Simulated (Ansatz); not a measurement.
**CH₄FO₃V: vertical ionisation energy**

The task here is to estimate one member of a computed series from the others.

Program: Ansatz 0.2.0, Gaussian basis. Level of theory: unrestricted cation, the program's frozen cores in correlated methods. These are calculated values, not measurements.

Plan: UKS PBE-D4/def2-TZVPP; UKS r2SCAN-D4/def2-TZVPP; UKS PBE0-D4/def2-TZVPP; UKS B3LYP-D4/def2-TZVPP; UKS wB97X-V/def2-TZVPP; UKS wB97M-V/def2-TZVPP; UKS B2PLYP/def2-TZVPP; UHF-CCSD(T)/def2-TZVPP; UHF-MP2/def2-QZVPP; extrapolation to the limit; then −ε(HOMO) from the neutral's earlier runs with LDA (SPW92), PBE-D4, revPBE-D4, BLYP-D4, r2SCAN-D4, B97M-V, PBE0-D4, B3LYP-D4, r2SCANh-D4, r2SCAN0-D4, HSE06-D4, BHLYP-D4, CAM-B3LYP-D4, LC-ωPBE, ωB97X-V, ωB97M-V.

## The relaxed structure

An earlier PBE0-D4 in a triple-zeta def2 set relaxation fixed the geometry.

SMILES `C[O][V](=[O])([OH])[F]`, 10 atoms, charge 0, spin multiplicity 1.

Atoms are counted from 1 here; the program's logs count them from 0.

Bond lengths: C1–O2 1.404 Å, C1–H7 1.093 Å, C1–H8 1.094 Å, C1–H9 1.093 Å, O2–V3 1.731 Å, V3–O4 1.555 Å, V3–O5 1.760 Å, V3–F6 1.739 Å, O5–H10 0.961 Å. Angles: O2–C1–H7 109.0°, O2–C1–H8 111.0°, O2–C1–H9 109.0°, H7–C1–H8 109.5°, H7–C1–H9 109.0°, H8–C1–H9 109.4°, C1–O2–V3 135.0°, O2–V3–O4 107.6°, O2–V3–O5 109.7°, O2–V3–F6 109.9°, O4–V3–O5 109.3°, O4–V3–F6 109.7°, O5–V3–F6 110.6°, V3–O5–H10 121.5°.

Set-up of the first run:

Contents of in.yaml:

```yaml
crystal:
  periodic: [false, false, false]
  atoms:
    - {symbol: C, position_ang: [-0.241615, -0.781662, -1.575929]}
    - {symbol: O, position_ang: [0.163639, -0.773257, -0.231692]}
    - {symbol: V, position_ang: [-0.082836, 0.285548, 1.115322]}
    - {symbol: O, position_ang: [-0.912925, 1.500782, 0.612065]}
    - {symbol: O, position_ang: [1.471078, 0.851244, 1.717525]}
    - {symbol: F, position_ang: [-0.957520, -0.544199, 2.368072]}
    - {symbol: H, position_ang: [0.645138, -0.802260, -2.214825]}
    - {symbol: H, position_ang: [-0.839304, 0.104104, -1.810066]}
    - {symbol: H, position_ang: [-0.835470, -1.680037, -1.762856]}
    - {symbol: H, position_ang: [1.672914, 1.788636, 1.785286]}
basis:
  gaussian: {orbitals: def2-TZVPP}
total_charge: 1
magnetization: {spin_polarized: true, initial_magnetization: 1}
hamiltonian: {xc: pbe, dispersion: d4}
```

Command:

```console
$ ansatz run in.yaml --threads 2 --pin off --events-out ev --progress --plain --max-ram 32768MiB --backend cuda --devices 0, --max-vram 18GiB
```

Steps of the session up to this table: Cation, UKS PBE-D4/def2-TZVPP; Cation, UKS r2SCAN-D4/def2-TZVPP; Cation, UKS PBE0-D4/def2-TZVPP; Cation, UKS B3LYP-D4/def2-TZVPP; Cation, UKS wB97X-V/def2-TZVPP; Cation, UKS wB97M-V/def2-TZVPP; Cation, UKS B2PLYP (frozen core)/def2-TZVPP; Cation, UHF-CCSD(T)/def2-TZVPP; Cation, UHF-MP2/def2-QZVPP.

One table of the session follows, with a row left open; its other results are not shown here.

It belongs to the step «Ionisation energies side by side». For comparison, −ε(HOMO) of the neutral from earlier runs:

```
  functional  −ε(HOMO) (eV)
 LDA (SPW92)           7.75
      PBE-D4           7.56
   revPBE-D4           7.48
     BLYP-D4           7.48
   r2SCAN-D4           7.92
      B97M-V           8.01
     PBE0-D4           9.13
    B3LYP-D4           8.91
  r2SCANh-D4           8.50
  r2SCAN0-D4           9.39
    HSE06-D4           8.73
    BHLYP-D4          10.67
CAM-B3LYP-D4          10.58
     LC-ωPBE          11.87
     ωB97X-V              ?
     ωB97M-V          11.47
```

Q: Estimate the row for ωB97X-V from the others.

As computed: −ε(HOMO) (eV): 11.54. In the column «−ε(HOMO) (eV)» it lies between ωB97M-V (11.47) and LC-ωPBE (11.87).
